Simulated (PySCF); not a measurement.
# BGeH8NSi: the cost of one run

Computed with PySCF 2.14.0 and routines of our own; the level stands in each step. Atoms count from 0.

### 1 The starting structure

12 atoms, charge 0, multiplicity 1; geometry from: GFN2-xTB.

### 2 Optimising the geometry at PBE0-D3(BJ)/def2-SVP

Job settings and geometry (Å):

```
{"job": {"xc": "PBE0", "basis": "def2-SVP", "d3": "d3bj", "grid": 1, "maxiter": 30, "shake": 0.01, "kind": "geom"}, "charge": 0, "multiplicity": 1}
B      2.648060     0.360130     0.222160
Ge     0.888440    -0.609730     0.078130
N     -0.573100     0.507680     0.203960
Si    -2.190860     0.071340     0.185790
H      3.634210    -0.203260     0.242490
H      2.661030     1.555630     0.259810
H      0.725270    -1.430370    -1.186890
H      0.636360    -1.639870     1.136390
H     -0.366310     1.476370    -0.005180
H     -2.661900    -0.450730    -1.107450
H     -2.417580    -0.969010     1.215030
H     -2.943950     1.303550     0.511430
```

Run with:

```bash
OMP_NUM_THREADS=1 python heavy_run.py task.json out
```

This one command runs all jobs of the session in turn.

Q: Estimate the wall time and peak memory of this first job on 1 thread of AMD EPYC 9R45, shared host.

About 34 s, with a peak of 0.51 GiB.
